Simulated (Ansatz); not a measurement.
Task: a single point from an input written key by key of C₂H₉BSSi, SMILES BCS[SiH2]C, with Ansatz 0.2.0, Python API. Give the script and its output. Settings: Hartree-Fock, cc-pVDZ basis, multiplicity 1.

```xyz
14

B    -0.4925    2.2050    1.7641
C    -0.5361    1.1116    0.6446
S    -0.1424   -0.4732    1.4112
Si   -0.2049   -1.6031   -0.3987
C     1.1790   -1.2669   -1.5272
H     0.4431    2.5095    2.3573
H    -1.5008    2.8660    1.9690
H    -1.5008    1.0736    0.1748
H     0.2252    1.3934   -0.0833
H    -1.5280   -1.2722   -1.0651
H    -0.2963   -3.0458   -0.0427
H     1.1835   -0.1859   -1.7986
H     2.0702   -1.4515   -0.9820
H     1.0878   -1.8897   -2.3946
```

Script `deck_c2h9bssi.py`:
```python
"""C2H9BSSi through the session interface."""

import ansatz as az
import numpy as np
import pandas as pd

DECK = """
crystal:
  periodic: [false, false, false]
  atoms:
    - { symbol: B, position_ang: [-0.4925, 2.205, 1.7641] }
    - { symbol: C, position_ang: [-0.5361, 1.1116, 0.6446] }
    - { symbol: S, position_ang: [-0.1424, -0.4732, 1.4112] }
    - { symbol: Si, position_ang: [-0.2049, -1.6031, -0.3987] }
    - { symbol: C, position_ang: [1.179, -1.2669, -1.5272] }
    - { symbol: H, position_ang: [0.4431, 2.5095, 2.3573] }
    - { symbol: H, position_ang: [-1.5008, 2.866, 1.969] }
    - { symbol: H, position_ang: [-1.5008, 1.0736, 0.1748] }
    - { symbol: H, position_ang: [0.2252, 1.3934, -0.0833] }
    - { symbol: H, position_ang: [-1.528, -1.2722, -1.0651] }
    - { symbol: H, position_ang: [-0.2963, -3.0458, -0.0427] }
    - { symbol: H, position_ang: [1.1835, -0.1859, -1.7986] }
    - { symbol: H, position_ang: [2.0702, -1.4515, -0.982] }
    - { symbol: H, position_ang: [1.0878, -1.8897, -2.3946] }
basis:
  gaussian: { orbitals: cc-pVDZ }
hamiltonian:
  xc: hf
output:
  forces: true
"""


def main() -> None:
    session = az.Session.from_yaml(DECK)
    r = session.plan(threads=1).execute().report

    print("reference energy %16.6f eV" % r["reference_energy_ev"])
    print("total energy     %16.6f eV" % r["free_energy_ev"])
    print("occupied orbitals outside the frozen core (up, down):", r["n_occupied"], " frozen:", r["n_frozen"], " virtual:", r["n_virtual"])
    symbols = ["B", "C", "S", "Si", "C", "H", "H", "H", "H", "H", "H", "H", "H", "H"]
    field = r["mean_field"]
    print("<S^2> =", round(abs(field["state"]["spin_squared"]), 4), " all-electron relativity setting:", field["relativity"])
    print("passes:", field["passes"])
    if "symmetry" in field:
        print("occupied orbitals by irrep:", field["symmetry"]["occupied"])

    forces = np.array(r["forces_ev_ang"])
    print("largest force", round(float(np.linalg.norm(forces, axis=1).max()), 4), "eV/A, rms", round(float(np.sqrt((forces ** 2).mean())), 4))
    charges = r["charge_distribution"]
    table = pd.DataFrame({"atom": symbols, "mulliken": charges["mulliken_charges_e"], "lowdin": charges["lowdin_charges_e"]})
    print(table.round(3).to_string())
    print("dipole (e A):", np.round(charges["dipole_moment_e_ang"], 4) + 0.0)


if __name__ == "__main__":
    main()
```

```console
$ python deck_c2h9bssi.py
reference energy    -21554.845199 eV
total energy        -21554.845199 eV
occupied orbitals outside the frozen core (up, down): [28, 28]  frozen: 0  virtual: [95, 95]
<S^2> = 0.0  all-electron relativity setting: none
passes: {'evaluations': 11, 'products': 24}
occupied orbitals by irrep: [{'A': 28}, {'A': 28}]
largest force 2.2709 eV/A, rms 0.7036
   atom  mulliken  lowdin
0     B     0.255  -0.091
1     C    -0.230  -0.101
2     S    -0.268   0.281
3    Si     0.554   0.092
4     C    -0.258  -0.076
5     H    -0.053  -0.025
6     H    -0.074  -0.017
7     H     0.074   0.011
8     H     0.069   0.027
9     H    -0.128  -0.085
10    H    -0.113  -0.077
11    H     0.055   0.030
12    H     0.057   0.012
13    H     0.060   0.019
dipole (e A): [ 0.1519  0.1105 -0.4079]
```

Total energies depend on the basis set; only differences at equal settings carry meaning. The geometry is a force-field or estimated start, not a minimum of this method, and the basis set is short of its limit. The Löwdin charges here are taken after orthogonalising the functions within each atom; they differ from plain Löwdin charges, and their signs can be unphysical. The whole script took 3.8 s on 1 thread of Arm Neoverse V1, on a shared host, peak memory 0.34 GiB.
